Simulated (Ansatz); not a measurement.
**MoSe: energy against volume**

This session on MoSe sets out to follow the energy without spin against volume.

Computed with Ansatz 0.2.0 (DFT PBE+U, scalar-relativistic, plane waves, PAW, unless a step's input says otherwise).

## (1) The structure to begin with

It takes space group F-43m (No. 216, cubic). Conventional cell: a = 6.247 Å, b = 6.247 Å, c = 6.247 Å, α = 90.00°, β = 90.00°, γ = 90.00°. Around Mo (site symmetry -43m) lie 4 Se at 2.70 Å. Se (site symmetry -43m) is surrounded by 4 Mo at 2.70 Å.

Structure file:

```
CELL_PARAMETERS angstrom
0.00000 3.12345 3.12345
3.12345 0.00000 3.12345
3.12345 3.12345 0.00000
ATOMIC_POSITIONS crystal
Mo 0.00000 0.00000 0.00000
Se 0.25000 0.25000 0.25000
```

It is the result of an earlier relaxation at this level (volume 30.47 Å³/atom; gap on the mesh: none (metal), site moments up to 3.2 μB).

The structure is invented: a known structure type filled with these elements, not a reported compound.

## (2) V/V0 = 0.8, start: no spin polarisation

The input, input.yaml:

```yaml
crystal:
  lattice:
    - [0.0, 2.8995557746, 2.8995557746]
    - [2.8995557746, 0.0, 2.8995557746]
    - [2.8995557746, 2.8995557746, 0.0]
  atoms:
    - { symbol: Mo, position: [0.0, 0.0, 0.0] }
    - { symbol: Se, position: [0.25, 0.25, 0.25] }
basis:
  ecutwfc: 420
kpoints:
  mp_grid: { grid: [12, 12, 12] }
hamiltonian:
  xc: pbe
  hubbard: { sites: [{ species: Mo, l: d, u_eff: 4.38 }] }
scf:
  occupations: { method: gaussian, width: 0.1 }
output:
  forces: true
  stress: true
  eigenvalues: true
```

Launch:

```bash
> ansatz run input.yaml --threads 1 --pin off --max-ram 2560MiB --backend cpu --events-out ev --progress --plain --runs-dir out
```

The program printed, shortened:

```text
Warning: RAYON_NUM_THREADS=1 ignored (pool sized by the plan → 1); use --threads N
Mo: projections on atomic orbitals take those of the free atom [Ar 3d10] 4s2 4p6 4d5 5s1, of charge +0.00 (hamiltonian.pseudopotentials.projection_atoms); the dataset's partial waves leave at most 6.0e-6 of an orbital's norm unspanned inside its sphere
Se: projections on atomic orbitals take those of the free atom [Ar] 3d10 4s2 4p4, of charge +0.00 (hamiltonian.pseudopotentials.projection_atoms); the dataset's partial waves leave at most 2.3e-6 of an orbital's norm unspanned inside its sphere
[...]
Pseudopotentials: kind: paw
Pseudopotential: Mo, paw, valence charge 14, recommended cutoff 420 eV (normal), Mo.paw.azcp
Pseudopotential: Se, paw, valence charge 16, recommended cutoff 420 eV (normal), Se.paw.azcp
Functional definition: PBE
[...]
Crystal: 2 atoms, lattice volume = 48.756 Å³
Basis set: ecut = 420 eV, 941 PW (Γ), exchange–correlation on 60×60×60 points (8 copies of the dense FFT grid, shifted against one another)
Bands: 19, of which v1, the nominal top of the filled ones, is band 15 counted from 1 (14 counted from 0)
Symmetry: 24 space group operations
Space group: F-43m (ITA 216), of the structure as read, at distance tolerance 3.7e-5 Å
k-points: 72 of 1728 (time reversal used)
[...]
SCF iter   1: F=—  HF=-10418.645904 eV  |F-HF|=—  |Δ(HF+E_count)|=         —  Δρ=3.66e-2  dr2=4.16e-1  ethr=1.38e-3  ⟨swp⟩=1.0  Hψ=8018  notcnv=0
[...]
SCF iter  13: F=-10419.689469 eV  HF=-10419.689469 eV  |F-HF|=5.49e-9  |Δ(HF+E_count)|=   6.47e-7  Δρ=3.40e-6  dr2=7.24e-9  ethr=3.33e-10  ⟨swp⟩=2.8  Hψ=4638  notcnv=0
[...]
SCF converged after 13 iterations
Free energy (F): -10419.689469 eV
[...]
E sigma→0 (E₀):  -10419.689468 eV
Entropy (-TS):   -0.000001 eV (-0.000 meV/atom)
Fermi energy:    10.238685 eV
[...]
--- Forces (eV/Å), atoms counted from 1 ---
  atom   1  Mo     0.00000000    -0.00000000     0.00000000
  atom   2  Se    -0.00000000     0.00000000     0.00000000
[...]
--- Stress (GPa, compression-positive) ---
        6.720478       0.000000       0.000000
       -0.000000       6.720478      -0.000000
       -0.000000      -0.000000       6.720478
  P = ⅓ Tr σ = 6.7205 GPa (67.205 kbar)
--- Band table (eV; the first three rows and the last of 72) ---
  k-point 0: bands = ["-49.7710", "-37.2615", "-37.2615", "-37.2615", "-37.2538", "-37.2538", "-23.9148", "-23.9148", "-23.9148", "-3.3821", "6.8752", "6.8752", "6.8752", "8.5454", "8.5454", "11.9619", "15.4693", "15.4693", "15.4693"]
[...]
Occupation matrices written to <dir>
```

Run time: 5 s. Hardware: 1 thread of Intel Xeon 6975P-C (Granite Rapids), shared host; peak memory 0.47 GiB.

Result: -5209.8447 eV/atom at zero smearing, pressure 6.72 GPa and a gap of 0.52 eV on the mesh.

## (3) V/V0 = 0.86, start: no spin polarisation

input.yaml, as its differences from that of step 2:

```diff
@@ -2,5 +2,5 @@
   lattice:
-    - [0.0, 2.8995557746, 2.8995557746]
-    - [2.8995557746, 0.0, 2.8995557746]
-    - [2.8995557746, 2.8995557746, 0.0]
+    - [0.0, 2.9703043767, 2.9703043767]
+    - [2.9703043767, 0.0, 2.9703043767]
+    - [2.9703043767, 2.9703043767, 0.0]
   atoms:
```

Launch:

```bash
> ansatz run input.yaml --threads 1 --pin off --max-ram 2560MiB --backend cpu --events-out ev --progress --plain --runs-dir out
```

The program printed, shortened:

```text
[...]
SCF converged after 12 iterations
Free energy (F): -10419.782884 eV
[...]
E sigma→0 (E₀):  -10419.782884 eV
Fermi energy:    9.319301 eV
[...]
--- Forces (eV/Å), atoms counted from 1 ---
  atom   1  Mo     0.00000000    -0.00000000     0.00000000
  atom   2  Se    -0.00000000     0.00000000    -0.00000000
[...]
--- Stress (GPa, compression-positive) ---
        1.706801      -0.000000       0.000000
       -0.000000       1.706801      -0.000000
        0.000000      -0.000000       1.706801
  P = ⅓ Tr σ = 1.7068 GPa (17.068 kbar)
--- Band table (eV; the first three rows and the last of 72) ---
  k-point 0: bands = ["-50.9491", "-38.1451", "-38.1451", "-38.1451", "-38.1394", "-38.1394", "-25.0665", "-25.0665", "-25.0665", "-4.0827", "6.1540", "6.1540", "6.1540", "7.4647", "7.4647", "10.7829", "14.1354", "14.1354", "14.1354"]
[...]
Occupation matrices written to <dir>
```

It took 5.3 s on 1 thread of Intel Xeon 6975P-C (Granite Rapids), shared host; peak memory 0.47 GiB.

This run gives -5209.8914 eV/atom at zero smearing, pressure 1.71 GPa and a gap of 0.87 eV on the mesh.

## (4) V/V0 = 0.92, start: no spin polarisation

input.yaml, as its differences from that of step 3:

```diff
@@ -2,5 +2,5 @@
   lattice:
-    - [0.0, 2.9703043767, 2.9703043767]
-    - [2.9703043767, 0.0, 2.9703043767]
-    - [2.9703043767, 2.9703043767, 0.0]
+    - [0.0, 3.0378342939, 3.0378342939]
+    - [3.0378342939, 0.0, 3.0378342939]
+    - [3.0378342939, 3.0378342939, 0.0]
   atoms:
```

Launch:

```bash
> ansatz run input.yaml --threads 1 --pin off --max-ram 2560MiB --backend cpu --events-out ev --progress --plain --runs-dir out
```

The program printed, shortened:

```text
[...]
SCF converged after 11 iterations
Free energy (F): -10419.777654 eV
[...]
E sigma→0 (E₀):  -10419.777654 eV
Fermi energy:    8.491582 eV
[...]
--- Forces (eV/Å), atoms counted from 1 ---
  atom   1  Mo     0.00000000    -0.00000000     0.00000000
  atom   2  Se    -0.00000000     0.00000000     0.00000000
[...]
--- Stress (GPa, compression-positive) ---
       -1.964977       0.000000       0.000000
       -0.000000      -1.964977      -0.000000
        0.000000      -0.000000      -1.964977
  P = ⅓ Tr σ = -1.9650 GPa (-19.650 kbar)
--- Band table (eV; the first three rows and the last of 72) ---
  k-point 0: bands = ["-51.9929", "-38.9320", "-38.9320", "-38.9320", "-38.9277", "-38.9277", "-26.0889", "-26.0889", "-26.0889", "-4.7017", "5.5121", "5.5121", "5.5121", "6.5155", "6.5155", "9.7418", "12.9441", "12.9441", "12.9441"]
[...]
Occupation matrices written to <dir>
```

It took 5.1 s on 1 thread of Intel Xeon 6975P-C (Granite Rapids), shared host; peak memory 0.48 GiB.

Read-out: -5209.8888 eV/atom at zero smearing, pressure -1.96 GPa and a gap of 1.17 eV on the mesh.

## (5) V/V0 = 0.96, start: no spin polarisation

input.yaml, as its differences from that of step 4:

```diff
@@ -2,5 +2,5 @@
   lattice:
-    - [0.0, 3.0378342939, 3.0378342939]
-    - [3.0378342939, 0.0, 3.0378342939]
-    - [3.0378342939, 3.0378342939, 0.0]
+    - [0.0, 3.0812377907, 3.0812377907]
+    - [3.0812377907, 0.0, 3.0812377907]
+    - [3.0812377907, 3.0812377907, 0.0]
   atoms:
```

Launch:

```bash
> ansatz run input.yaml --threads 1 --pin off --max-ram 2560MiB --backend cpu --events-out ev --progress --plain --runs-dir out
```

The program printed, shortened:

```text
[...]
SCF converged after 12 iterations
Free energy (F): -10419.733196 eV
[...]
E sigma→0 (E₀):  -10419.733196 eV
Fermi energy:    7.985965 eV
[...]
--- Forces (eV/Å), atoms counted from 1 ---
  atom   1  Mo     0.00000000    -0.00000000     0.00000000
  atom   2  Se    -0.00000000     0.00000000     0.00000000
[...]
--- Stress (GPa, compression-positive) ---
       -3.809562       0.000000       0.000000
        0.000000      -3.809562      -0.000000
        0.000000      -0.000000      -3.809562
  P = ⅓ Tr σ = -3.8096 GPa (-38.096 kbar)
--- Band table (eV; the first three rows and the last of 72) ---
  k-point 0: bands = ["-52.6248", "-39.4077", "-39.4077", "-39.4077", "-39.4041", "-39.4041", "-26.7088", "-26.7088", "-26.7088", "-5.0750", "5.1239", "5.1239", "5.1239", "5.9421", "5.9421", "9.1139", "12.2214", "12.2214", "12.2214"]
[...]
Occupation matrices written to <dir>
```

Run time: 5.8 s. Hardware: 1 thread of Intel Xeon 6975P-C (Granite Rapids), shared host; peak memory 0.49 GiB.

Read-out: -5209.8666 eV/atom at zero smearing, pressure -3.81 GPa and a gap of 1.35 eV on the mesh.

## (6) V/V0 = 1.04, start: no spin polarisation

input.yaml, as its differences from that of step 5:

```diff
@@ -2,5 +2,5 @@
   lattice:
-    - [0.0, 3.0812377907, 3.0812377907]
-    - [3.0812377907, 0.0, 3.0812377907]
-    - [3.0812377907, 3.0812377907, 0.0]
+    - [0.0, 3.1645545365, 3.1645545365]
+    - [3.1645545365, 0.0, 3.1645545365]
+    - [3.1645545365, 3.1645545365, 0.0]
   atoms:
```

Launch:

```bash
> ansatz run input.yaml --threads 1 --pin off --max-ram 2560MiB --backend cpu --events-out ev --progress --plain --runs-dir out
```

The program printed, shortened:

```text
Warning: RAYON_NUM_THREADS=1 ignored (pool sized by the plan → 1); use --threads N
Mo: projections on atomic orbitals take those of the free atom [Ar 3d10] 4s2 4p6 4d5 5s1, of charge +0.00 (hamiltonian.pseudopotentials.projection_atoms); the dataset's partial waves leave at most 6.0e-6 of an orbital's norm unspanned inside its sphere
Se: projections on atomic orbitals take those of the free atom [Ar] 3d10 4s2 4p4, of charge +0.00 (hamiltonian.pseudopotentials.projection_atoms); the dataset's partial waves leave at most 2.3e-6 of an orbital's norm unspanned inside its sphere
[...]
[... 4 set-up lines as earlier in the session ...]
[...]
Crystal: 2 atoms, lattice volume = 63.382 Å³
[...]
SCF iter  11: F=-10419.574301 eV  HF=-10419.574301 eV  |F-HF|=6.42e-9  |Δ(HF+E_count)|=   8.52e-8  Δρ=3.69e-6  dr2=8.91e-9  ethr=3.33e-10  ⟨swp⟩=3.1  Hψ=5968  notcnv=0
[...]
SCF converged after 11 iterations
Free energy (F): -10419.574301 eV
[...]
E sigma→0 (E₀):  -10419.574301 eV
Fermi energy:    7.071546 eV
[...]
--- Forces (eV/Å), atoms counted from 1 ---
  atom   1  Mo     0.00000000    -0.00000000     0.00000000
  atom   2  Se    -0.00000000     0.00000000     0.00000000
[...]
--- Stress (GPa, compression-positive) ---
       -6.427225       0.000000       0.000000
       -0.000000      -6.427225      -0.000000
        0.000000      -0.000000      -6.427225
  P = ⅓ Tr σ = -6.4272 GPa (-64.272 kbar)
--- Band table (eV; the first three rows and the last of 72) ---
  k-point 0: bands = ["-53.7586", "-40.2566", "-40.2566", "-40.2566", "-40.2541", "-40.2541", "-27.8230", "-27.8230", "-27.8230", "-5.7422", "4.4297", "4.4297", "4.4297", "4.9135", "4.9135", "7.9930", "10.9253", "10.9253", "10.9253"]
[...]
Occupation matrices written to <dir>
```

Run time: 6.1 s. Hardware: 1 thread of Intel Xeon 6975P-C (Granite Rapids), shared host; peak memory 0.5 GiB.

Result: -5209.7872 eV/atom at zero smearing, pressure -6.43 GPa and a gap of 1.65 eV on the mesh.

## (7) V/V0 = 1.1, start: no spin polarisation

input.yaml, as its differences from that of step 6:

```diff
@@ -2,5 +2,5 @@
   lattice:
-    - [0.0, 3.1645545365, 3.1645545365]
-    - [3.1645545365, 0.0, 3.1645545365]
-    - [3.1645545365, 3.1645545365, 0.0]
+    - [0.0, 3.2242771571, 3.2242771571]
+    - [3.2242771571, 0.0, 3.2242771571]
+    - [3.2242771571, 3.2242771571, 0.0]
   atoms:
```

Launch:

```bash
> ansatz run input.yaml --threads 1 --pin off --max-ram 2560MiB --backend cpu --events-out ev --progress --plain --runs-dir out
```

The program printed, shortened:

```text
Warning: RAYON_NUM_THREADS=1 ignored (pool sized by the plan → 1); use --threads N
Mo: projections on atomic orbitals take those of the free atom [Ar 3d10] 4s2 4p6 4d5 5s1, of charge +0.00 (hamiltonian.pseudopotentials.projection_atoms); the dataset's partial waves leave at most 6.0e-6 of an orbital's norm unspanned inside its sphere
Se: projections on atomic orbitals take those of the free atom [Ar] 3d10 4s2 4p4, of charge +0.00 (hamiltonian.pseudopotentials.projection_atoms); the dataset's partial waves leave at most 2.3e-6 of an orbital's norm unspanned inside its sphere
[...]
[... 4 set-up lines as earlier in the session ...]
[...]
Crystal: 2 atoms, lattice volume = 67.039 Å³
[...]
SCF iter  13: F=-10419.412151 eV  HF=-10419.412151 eV  |F-HF|=8.68e-9  |Δ(HF+E_count)|=   2.66e-8  Δρ=2.27e-6  dr2=3.35e-9  ethr=2.79e-10  ⟨swp⟩=2.7  Hψ=4516  notcnv=0
[...]
SCF converged after 13 iterations
Free energy (F): -10419.412151 eV
[...]
E sigma→0 (E₀):  -10419.412151 eV
Fermi energy:    6.402494 eV
[...]
--- Forces (eV/Å), atoms counted from 1 ---
  atom   1  Mo     0.00000000    -0.00000000    -0.00000000
  atom   2  Se    -0.00000000     0.00000000     0.00000000
[...]
--- Stress (GPa, compression-positive) ---
       -7.701779       0.000000       0.000000
       -0.000000      -7.701779      -0.000000
        0.000000      -0.000000      -7.701779
  P = ⅓ Tr σ = -7.7018 GPa (-77.018 kbar)
--- Band table (eV; the first three rows and the last of 72) ---
  k-point 0: bands = ["-54.5125", "-40.8169", "-40.8169", "-40.8169", "-40.8150", "-40.8150", "-28.5653", "-28.5653", "-28.5653", "-6.1839", "3.9708", "3.9708", "3.9708", "4.2289", "4.2289", "7.2531", "10.0660", "10.0660", "10.0660"]
[...]
Occupation matrices written to <dir>
```

It took 7.2 s on 1 thread of Intel Xeon 6975P-C (Granite Rapids), shared host; peak memory 0.51 GiB.

This run gives -5209.7061 eV/atom at zero smearing, pressure -7.70 GPa and a gap of 1.71 eV on the mesh.

## (8) V/V0 = 1.18, start: no spin polarisation

input.yaml, as its differences from that of step 7:

```diff
@@ -2,5 +2,5 @@
   lattice:
-    - [0.0, 3.2242771571, 3.2242771571]
-    - [3.2242771571, 0.0, 3.2242771571]
-    - [3.2242771571, 3.2242771571, 0.0]
+    - [0.0, 3.3006195965, 3.3006195965]
+    - [3.3006195965, 0.0, 3.3006195965]
+    - [3.3006195965, 3.3006195965, 0.0]
   atoms:
```

Launch:

```bash
> ansatz run input.yaml --threads 1 --pin off --max-ram 2560MiB --backend cpu --events-out ev --progress --plain --runs-dir out
```

The program printed, shortened:

```text
Warning: RAYON_NUM_THREADS=1 ignored (pool sized by the plan → 1); use --threads N
Mo: projections on atomic orbitals take those of the free atom [Ar 3d10] 4s2 4p6 4d5 5s1, of charge +0.00 (hamiltonian.pseudopotentials.projection_atoms); the dataset's partial waves leave at most 6.0e-6 of an orbital's norm unspanned inside its sphere
Se: projections on atomic orbitals take those of the free atom [Ar] 3d10 4s2 4p4, of charge +0.00 (hamiltonian.pseudopotentials.projection_atoms); the dataset's partial waves leave at most 2.3e-6 of an orbital's norm unspanned inside its sphere
[...]
[... 4 set-up lines as earlier in the session ...]
[...]
Crystal: 2 atoms, lattice volume = 71.914 Å³
[...]
SCF iter  13: F=-10419.159930 eV  HF=-10419.159930 eV  |F-HF|=3.86e-10  |Δ(HF+E_count)|=   5.09e-9  Δρ=1.41e-6  dr2=1.07e-9  ethr=7.29e-11  ⟨swp⟩=2.0  Hψ=4964  notcnv=0
[...]
SCF converged after 13 iterations
Free energy (F): -10419.159930 eV
[...]
E sigma→0 (E₀):  -10419.159930 eV
Fermi energy:    5.547976 eV
[...]
--- Forces (eV/Å), atoms counted from 1 ---
  atom   1  Mo     0.00000000    -0.00000000    -0.00000000
  atom   2  Se    -0.00000000    -0.00000000     0.00000000
[...]
--- Stress (GPa, compression-positive) ---
       -8.775243       0.000000       0.000000
       -0.000000      -8.775243       0.000000
        0.000000       0.000000      -8.775243
  P = ⅓ Tr σ = -8.7752 GPa (-87.752 kbar)
--- Band table (eV; the first three rows and the last of 72) ---
  k-point 0: bands = ["-55.4107", "-41.4786", "-41.4786", "-41.4786", "-41.4773", "-41.4773", "-29.4513", "-29.4513", "-29.4513", "-6.7086", "3.4110", "3.4110", "3.4272", "3.4272", "3.4272", "6.3781", "9.0462", "9.0462", "9.0462"]
[...]
Occupation matrices written to <dir>
```

It took 7.8 s on 1 thread of Intel Xeon 6975P-C (Granite Rapids), shared host; peak memory 0.51 GiB.

Read-out: -5209.5800 eV/atom at zero smearing, pressure -8.78 GPa and a gap of 1.67 eV on the mesh.

## (9) The sweep of the volume side by side

The cell is scaled evenly at fixed fractional positions; V0 is the volume of the base cell. Start: no spin polarisation.

```csv
V/V0,energy above the lowest (meV/atom),pressure (GPa)
0.80,46.7,6.7
0.86,0.00,1.7
0.92,2.62,-2.0
0.96,24.8,-3.8
1.00,59.6,-5.3
1.04,104,-6.4
1.10,185,-7.7
1.18,311,-8.8
```

## (10) What came out

| quantity | value |
| --- | --- |
| lowest point, start “no spin polarisation” | V/V0 = 0.86 |

What this shows: For the start “no spin polarisation” the lowest point lies at V/V0 = 0.86. The pressure passes through zero near V/V0 = 0.888, about 27.06 Å³/atom. The base cell is magnetic, so this curve without spin is not the ground state's.
